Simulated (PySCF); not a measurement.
**InH3 (SMILES [H][In]([H])[H]): wB97X-V/LANL2DZ (core potential)**

Aim: the energy change on altering one bond length of InH3 at wB97X-V/LANL2DZ (core potential), from 2 runs. 

Program for the calculation: PySCF 2.14.0.

6 further runs of the same task are left out: 6 set aside as unsound or not needed.

## 1. The system as given

InH3 has 4 atoms, charge 0, and is taken as a singlet. SMILES: `[H][In]([H])[H]`. Geometry: a GFN2-xTB relaxation, a rough one for these elements and not checked as a minimum.

Bond lengths: In1–H2 1.719 Å, In1–H3 1.719 Å, In1–H4 1.718 Å. Angles: H2–In1–H3 120.0°, H2–In1–H4 120.1°, H3–In1–H4 119.9°.

## 2. A single-point energy at wB97X-V/LANL2DZ (core potential)

Input file run.py:

```python
from pyscf import gto, dft

mol = gto.Mole()
mol.atom = [
    ('In', (0.000640, -0.000740, -0.000540)),
    ('H', (1.718930, -0.027790, 0.013510)),
    ('H', (-0.834510, 1.501400, -0.017780)),
    ('H', (-0.885060, -1.472880, 0.004810)),
]
mol.verbose = 4
mol.basis = 'lanl2dz'
mol.charge = 0
mol.max_memory = 1860
mol.spin = 0
mol.ecp = {'In': 'lanl2dz'}
mol.build()

calc0 = dft.RKS(mol)
calc0.xc = 'wb97x-v'
calc0.nlcgrids.level = 1
calc0.conv_tol = 1e-10
calc0.grids.level = 5
calc0.kernel()
if not calc0.converged:
    calc0 = calc0.newton().run(calc0.mo_coeff, calc0.mo_occ)

e_tot = calc0.e_tot
print('Final energy', e_tot)
```

On the command line:

```sh
$ OMP_NUM_THREADS=1 python run.py
```

The log of the run:

```text
PySCF version 2.14.0

[INPUT] num. atoms = 4
[INPUT] num. electrons = 6
[INPUT] charge = 0
[INPUT] spin (= nelec alpha-beta = 2S) = 0
[INPUT] symmetry False subgroup None
[INPUT] Mole.unit = angstrom
[INPUT] Symbol           X                Y                Z      unit          X                Y                Z       unit  Magmom
[INPUT]  1 In     0.000640000000  -0.000740000000  -0.000540000000 AA    0.001209424720  -0.001398397332  -0.001020452107 Bohr   0.0
[INPUT]  2 H      1.718930000000  -0.027790000000   0.013510000000 AA    3.248306927299  -0.052515489002   0.025530199943 Bohr   0.0
[INPUT]  3 H     -0.834510000000   1.501400000000  -0.017780000000 AA   -1.576995348211   2.837234803422  -0.033599330495 Bohr   0.0
[INPUT]  4 H     -0.885060000000  -1.472880000000   0.004810000000 AA   -1.672521003808  -2.783339814349   0.009089582659 Bohr   0.0

[... 65 lines left out ...]
converged SCF energy = -3.61265537696512
Final energy -3.6126553769651157
```

Run time: 9.3 s. Hardware: 1 thread of Arm Neoverse V1, shared host; peak memory 0.16 GiB.

## 3. The distorted shape at the same level

Input file run.py:

```python
from pyscf import gto, dft

system = gto.M(
    atom=[
    ('In', (0.167654, -0.301139, 0.002908)),
    ('H', (1.885944, -0.328189, 0.016958)),
    ('H', (-0.834510, 1.501400, -0.017780)),
    ('H', (-0.718046, -1.773279, 0.008258)),
],
    ecp={'In': 'lanl2dz'},
    spin=0,
    basis='lanl2dz',
    max_memory=1860,
    verbose=4,
)

mf = dft.RKS(system)
mf.xc = 'wb97x-v'
mf.conv_tol = 1e-10
mf.nlcgrids.level = 1
mf.grids.level = 5
mf.kernel()
if not mf.converged:
    mf = mf.newton().run(mf.mo_coeff, mf.mo_occ)

etot = mf.e_tot
print(f'total energy: {etot:.8f} hartree')
```

On the command line:

```sh
$ OMP_NUM_THREADS=1 python run.py
```

The log of the run:

```text
PySCF version 2.14.0

[INPUT] num. atoms = 4
[INPUT] num. electrons = 6
[INPUT] charge = 0
[INPUT] spin (= nelec alpha-beta = 2S) = 0
[INPUT] symmetry False subgroup None
[INPUT] Mole.unit = angstrom
[INPUT] Symbol           X                Y                Z      unit          X                Y                Z       unit  Magmom
[INPUT]  1 In     0.167654000000  -0.301139000000   0.002908000000 AA    0.316820143688  -0.569070235425   0.005495323570 Bohr   0.0
[INPUT]  2 H      1.885944000000  -0.328189000000   0.016958000000 AA    3.563917646267  -0.620187327095   0.032045975620 Bohr   0.0
[INPUT]  3 H     -0.834510000000   1.501400000000  -0.017780000000 AA   -1.576995348211   2.837234803422  -0.033599330495 Bohr   0.0
[INPUT]  4 H     -0.718046000000  -1.773279000000   0.008258000000 AA   -1.356910284839  -3.351011652443   0.015605358337 Bohr   0.0

[... 65 lines left out ...]
converged SCF energy = -3.59685299748628
total energy: -3.59685300 hartree
```

Run time: 9.3 s. Hardware: 1 thread of Arm Neoverse V1, shared host; peak memory 0.16 GiB.

## 4. Outcome

Level: wB97X-V/LANL2DZ (core potential).

```
                                                          quantity        value
                                         first shape: total energy  -3.61266 Eh
                                        first shape: dipole moment       0.01 D
                                          first shape: HOMO energy    -10.63 eV
                                          first shape: LUMO energy     -0.08 eV
                                        first shape: HOMO–LUMO gap     10.55 eV
                                     distorted shape: total energy  -3.59685 Eh
                                    distorted shape: dipole moment       0.67 D
                                      distorted shape: HOMO energy    -10.02 eV
                                      distorted shape: LUMO energy     -0.19 eV
                                    distorted shape: HOMO–LUMO gap      9.83 eV
energy change with the In1–H3 bond stretched from 1.719 to 2.063 Å     0.430 eV
```

With the In1–H3 bond stretched from 1.719 to 2.063 Å the energy rises by 0.43 eV (9.9 kcal/mol). The first shape isn't relaxed at this level, so the change isn't measured from a minimum. Mulliken charges (distorted shape) run from -0.16 on H3 to +0.44 on In1.
